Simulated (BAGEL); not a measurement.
# AlH3Br− (SMILES [H][Al-]([H])([H])[Br]) at HF/3-21G (density fitting with qzvpp-jkfit)

Aim: the vertical singlet–triplet gap of AlH3Br− at HF/3-21G (density fitting with qzvpp-jkfit), from 2 runs. 

The calculation is run with BAGEL 1.2.2.

7 further runs of the same task are left out: 2 for a known fault of the program, 4 that didn't finish, 1 set aside as unsound or not needed.

## (1) The system as given

The species is AlH3Br− (5 atoms), meant as a singlet with charge -1. SMILES: `[H][Al-]([H])([H])[Br]`. The shape comes from GFN2-xTB, which is rough for such elements, and wasn't checked as a minimum.

Bond lengths: Al1–Br2 2.303 Å, Al1–H3 1.604 Å, Al1–H4 1.603 Å, Al1–H5 1.605 Å. Angles: Br2–Al1–H3 107.0°, Br2–Al1–H4 106.7°, Br2–Al1–H5 106.9°, H3–Al1–H4 112.0°, H3–Al1–H5 111.9°, H4–Al1–H5 111.9°.

## (2) The energy at HF/3-21G (density fitting with qzvpp-jkfit)

File calc.json:

```json
{ "bagel": [

{
  "title": "molecule",
  "basis": "3-21g",
  "df_basis": "qzvpp-jkfit",
  "angstrom": true,
  "geometry": [
    { "atom": "Al", "xyz": [      -0.000300,       0.001740,      -0.181290 ] },
    { "atom": "Br", "xyz": [       0.010960,      -0.019430,       2.122010 ] },
    { "atom": "H", "xyz": [       1.531680,       0.011070,      -0.658080 ] },
    { "atom": "H", "xyz": [      -0.775330,       1.332460,      -0.627330 ] },
    { "atom": "H", "xyz": [      -0.767010,      -1.325840,      -0.655310 ] }
  ]
},

{ "title": "hf", "charge": -1 },

{ "title": "print", "file": "orbitals.molden", "orbitals": true }

]}
```

Command:

```console
$ BAGEL_NUM_THREADS=1 BAGEL calc.json > calc.out
```

Output:

```text
* using 1 threads per process

  ===============================================================
  ===============================================================

  *** Geometry ***

  { "atom" : "Al", "xyz" : [     -0.000567,      0.003288,     -0.342588 ] },
  { "atom" : "Br", "xyz" : [      0.020711,     -0.036717,      4.010018 ] },
  { "atom" : "H", "xyz" : [      2.894456,      0.020919,     -1.243591 ] },
  { "atom" : "H", "xyz" : [     -1.465161,      2.517984,     -1.185482 ] },
  { "atom" : "H", "xyz" : [     -1.449439,     -2.505474,     -1.238356 ] },

  Number of auxiliary basis functions:      448

  Since a DF basis is specified, we compute 2- and 3-index integrals:
    o Being stored without compression. Storage requirement is 0.006 GB

  Number of basis functions:       41
  Number of electrons      :       51

    * METHOD: MOLECULE                             0.85

  *** RHF ***

  === Nuclear Repulsion ===
   135.5414203926

      * DIIS with orbital gradients will be used.

  === RHF iteration (3-21g) ===
      0      -2802.42349522          0.00736118           0.39
      1      -2802.44618187          0.00171112           0.19
      2      -2802.44744691          0.00041007           0.12
      3      -2802.44753510          0.00003314           0.13
      4      -2802.44753590          0.00000448           0.08
      5      -2802.44753592          0.00000094           0.18
      6      -2802.44753592          0.00000021           0.16
      7      -2802.44753592          0.00000003           0.19
      8      -2802.44753592          0.00000000           0.10
    * SCF iteration converged.

    * Permanent dipole moment:
           (   -0.009546,     0.012817,    -1.463462) a.u.

    * METHOD: HF                                   2.42

    * METHOD: PRINT                                0.00

  ===============================================================
```

Run time: 4.5 s. Hardware: 1 thread of Intel Xeon at 2.50GHz (Skylake/Cascade Lake), shared host.

## (3) The triplet at the same level

File calc.json:

```json
{ "bagel": [

{
  "title": "molecule",
  "basis": "3-21g",
  "df_basis": "qzvpp-jkfit",
  "angstrom": true,
  "geometry": [
    { "atom": "Al", "xyz": [   -0.000300,    0.001740,   -0.181290 ] },
    { "atom": "Br", "xyz": [    0.010960,   -0.019430,    2.122010 ] },
    { "atom": "H", "xyz": [    1.531680,    0.011070,   -0.658080 ] },
    { "atom": "H", "xyz": [   -0.775330,    1.332460,   -0.627330 ] },
    { "atom": "H", "xyz": [   -0.767010,   -1.325840,   -0.655310 ] }
  ]
},
{
  "title": "uhf",
  "charge": -1,
  "nopen": 2
},
{
  "title": "print",
  "file": "orbitals.molden",
  "orbitals": true
}

]}
```

Command:

```console
$ BAGEL_NUM_THREADS=1 BAGEL calc.json > calc.out
```

Output:

```text
* using 1 threads per process

  ===============================================================
  ===============================================================

  *** Geometry ***

  { "atom" : "Al", "xyz" : [     -0.000567,      0.003288,     -0.342588 ] },
  { "atom" : "Br", "xyz" : [      0.020711,     -0.036717,      4.010018 ] },
  { "atom" : "H", "xyz" : [      2.894456,      0.020919,     -1.243591 ] },
  { "atom" : "H", "xyz" : [     -1.465161,      2.517984,     -1.185482 ] },
  { "atom" : "H", "xyz" : [     -1.449439,     -2.505474,     -1.238356 ] },

  Number of auxiliary basis functions:      448

  Since a DF basis is specified, we compute 2- and 3-index integrals:
    o Being stored without compression. Storage requirement is 0.006 GB

  Number of basis functions:       41
  Number of electrons      :       51

    * METHOD: MOLECULE                             1.00

  *** Open-shell HF ***

  === Nuclear Repulsion ===
   135.5414203926

      * DIIS with orbital gradients will be used.

  === UHF iteration (3-21g) ===
      0      -2802.13871047          0.01604818           0.20
      1      -2802.17498373          0.00561797           0.30
      2      -2802.18081630          0.00247455           0.28
      3      -2802.18261245          0.00179552           0.39
      4      -2802.18435612          0.00126206           0.20
      5      -2802.18593534          0.00066982           0.27
      6      -2802.18651678          0.00024296           0.30
      7      -2802.18657791          0.00017027           0.18
      8      -2802.18660697          0.00013829           0.31
      9      -2802.18662785          0.00011763           0.23
     10      -2802.18664204          0.00009956           0.19
     11      -2802.18666769          0.00005869           0.18
     12      -2802.18667787          0.00003247           0.29
     13      -2802.18668042          0.00001307           0.31
     14      -2802.18668079          0.00000528           0.26
     15      -2802.18668086          0.00000371           0.30
     16      -2802.18668091          0.00000289           0.21
     17      -2802.18668095          0.00000162           0.18
     18      -2802.18668095          0.00000089           0.20
     19      -2802.18668096          0.00000048           0.21
     20      -2802.18668096          0.00000041           0.13
     21      -2802.18668096          0.00000029           0.21
     22      -2802.18668096          0.00000013           0.30
     23      -2802.18668096          0.00000008           0.37
     24      -2802.18668096          0.00000006           0.24
     25      -2802.18668096          0.00000003           0.17
     26      -2802.18668096          0.00000002           0.18
     27      -2802.18668096          0.00000001           0.29
    * SCF iteration converged.

    * S^2 (UHF) is 2.0117

    * Permanent dipole moment:
           (    0.559892,     1.021275,    -2.343968) a.u.

    * METHOD: UHF                                  7.61

    * METHOD: PRINT                                0.01

  ===============================================================
```

Run time: 9.7 s. Hardware: 1 thread of Intel Xeon at 2.50GHz (Skylake/Cascade Lake), shared host.

## (4) Outcome

At HF/3-21G (density fitting with qzvpp-jkfit):

```
                                                      quantity           value
                                         singlet: total energy  -2802.44754 Eh
                                          singlet: HOMO energy        -5.04 eV
                                          singlet: LUMO energy         8.28 eV
singlet: HOMO–LUMO gap (to an unbound level, set by the basis)        13.32 eV
                                         triplet: total energy  -2802.18668 Eh
                                                 triplet: ⟨S²⟩           2.012
              vertical energy of the triplet above the singlet        7.098 eV
```

**Reading.** At this shape the triplet lies 7.10 eV (164 kcal/mol) above the singlet. For an anion a state so high probably lies above electron detachment.
